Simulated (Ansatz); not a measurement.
RbCaBr₃, space group Pm-3m, a short molecular-dynamics run

Program: the Ansatz DFT code, driven from Python.

`md_rbcabr3.py`
```python
# -*- coding: utf-8 -*-
"""Born-Oppenheimer dynamics of RbCaBr3."""

import warnings

import ansatz as az
import numpy as np


def main():
    warnings.simplefilter("ignore", az.DeckWarning)

    cell = (
        az.Lattice.of((5.73669, 0.0, 0.0), (0.0, 5.73669, 0.0), (0.0, 0.0, 5.73669))
        .atom("Rb", (0.5, 0.5, 0.5))
        .atom("Ca", (0.0, 0.0, 0.0))
        .atom("Br", (0.5, 0.0, 0.0))
        .atom("Br", (0.0, 0.5, 0.0))
        .atom("Br", (0.0, 0.0, 0.5))
    )

    # a coarse mesh keeps each step cheap
    calc = (
        cell.supercell(2, 1, 1).calculation()
        .occupations(az.OccupationsMethod.FIXED)
        .scf(lower_state_search="off")
        .kpoints(mesh=(1, 2, 2), shift=0.5)
        .basis(320)
        .functional("lda")
        .md(az.Ensemble.NVE, timestep=2.0, steps=12, temperature=100, initial_velocities="maxwell_boltzmann", seed=152)
    )
    steps = []


    def collect(event):
        if event["event"] == "md_step":
            steps.append(event["data"])


    done = calc.session().plan().execute(on_event=collect)
    summary = done.report

    print(" step   t (fs)     E_pot (eV)   E_kin (eV)    T (K)")
    for s in steps[::1]:
        print(f"{s['step']:5d} {s['time_fs']:8.1f} {s['lagrangian_ev']:14.4f} {s['e_kin_ev']:12.4f} {s['temperature_k']:8.1f}")

    temperature = np.array([s["temperature_k"] for s in steps])
    print(f"mean temperature of the second half {temperature[len(steps) // 2 :].mean():.1f} K")

    kept = np.array([s["conserved_ev"] for s in steps], float)
    print(f"conserved quantity (thermostat and barostat terms included) drifts by {1000 * (kept[-1] - kept[0]) / len(done.lattice.sites):+.3f} meV/atom")

    print("last positions (A) and velocities (A/fs)")
    for site, xyz, vel in zip(done.lattice.sites, steps[-1]["positions_ang"], steps[-1]["velocities_ang_fs"]):
        print(f"{site.symbol:2s}", " ".join(f"{v:8.4f}" for v in xyz), " ", " ".join(f"{v:9.5f}" for v in vel))

    with open("trajectory.xyz", "w") as handle:
        for s in steps[::5]:
            handle.write(f"{len(s['positions_ang'])}\nt = {s['time_fs']} fs\n")
            for site, xyz in zip(done.lattice.sites, s["positions_ang"]):
                handle.write("{} {:.4f} {:.4f} {:.4f}\n".format(site.symbol, *xyz))


if __name__ == "__main__":
    main()
```

```console
$ python md_rbcabr3.py
 step   t (fs)     E_pot (eV)   E_kin (eV)    T (K)
    0      0.0    -26068.8138       0.1163    100.0
    1      2.0    -26068.8136       0.1161     99.8
    2      4.0    -26068.8130       0.1155     99.3
    3      6.0    -26068.8120       0.1145     98.4
    4      8.0    -26068.8106       0.1130     97.2
    5     10.0    -26068.8088       0.1112     95.6
    6     12.0    -26068.8066       0.1091     93.8
    7     14.0    -26068.8041       0.1066     91.7
    8     16.0    -26068.8014       0.1039     89.3
    9     18.0    -26068.7984       0.1009     86.7
   10     20.0    -26068.7952       0.0977     84.0
   11     22.0    -26068.7918       0.0943     81.1
   12     24.0    -26068.7884       0.0909     78.1
mean temperature of the second half 86.4 K
conserved quantity (thermostat and barostat terms included) drifts by +0.002 meV/atom
last positions (A) and velocities (A/fs)
Rb   2.8699   2.8454   2.8572     0.00004  -0.00095  -0.00048
Ca  -0.0337   0.0398   0.0088    -0.00114   0.00130   0.00035
Br   2.8312  -0.0182   0.0107    -0.00141  -0.00075   0.00043
Br   0.0161   2.8499  -0.0026     0.00064  -0.00056  -0.00010
Br   0.0144   0.0275   2.8753     0.00057   0.00114   0.00029
Rb   8.6045   2.8613   2.8626    -0.00001  -0.00030  -0.00025
Ca   5.7239   0.0529  -0.0283    -0.00057   0.00171  -0.00122
Br   8.6193   0.0393   0.0129     0.00043   0.00162   0.00052
Br   5.7466   2.8456   0.0464     0.00041  -0.00072   0.00189
Br   5.7413  -0.0219   2.8218     0.00019  -0.00090  -0.00180
```

File `trajectory.xyz` afterwards:
```text
10
t = 0.0 fs
Rb 2.8683 2.8683 2.8683
Ca 0.0000 0.0000 0.0000
Br 2.8683 0.0000 0.0000
Br 0.0000 2.8683 0.0000
Br 0.0000 0.0000 2.8683
Rb 8.6050 2.8683 2.8683
Ca 5.7367 0.0000 0.0000
Br 8.6050 0.0000 0.0000
Br 5.7367 2.8683 0.0000
Br 5.7367 0.0000 2.8683
10
t = 10.0 fs
Rb 2.8691 2.8588 2.8638
Ca -0.0151 0.0181 0.0038
Br 2.8523 -0.0076 0.0045
Br 0.0068 2.8598 -0.0011
Br 0.0061 0.0115 2.8712
Rb 8.6048 2.8654 2.8660
Ca 5.7315 0.0241 -0.0116
Br 8.6117 0.0164 0.0055
Br 5.7408 2.8579 0.0196
Br 5.7386 -0.0092 2.8484
10
t = 20.0 fs
Rb 2.8698 2.8493 2.8591
Ca -0.0288 0.0343 0.0074
Br 2.8369 -0.0152 0.0089
Br 0.0135 2.8524 -0.0022
Br 0.0121 0.0230 2.8741
Rb 8.6046 2.8625 2.8636
Ca 5.7261 0.0456 -0.0235
Br 8.6174 0.0328 0.0108
Br 5.7449 2.8487 0.0388
Br 5.7406 -0.0183 2.8292
```

Caveats:
- These settings explore the input space; cutoff and mesh may be short of convergence.
- The cutoff lies under the one recommended for these potentials.
- Energy and stress may still move on a finer k-point mesh.
- This cell is a computed structure, which may not be the phase found in nature.
- A small cell, a coarse mesh and a very short run: it shows the set-up and gives no equilibrium averages.
- The script silences the warnings on its input, which a real study should read.
- It ran for 21 s on 1 thread of Arm Neoverse V1, on a shared host, peak memory 0.42 GiB.
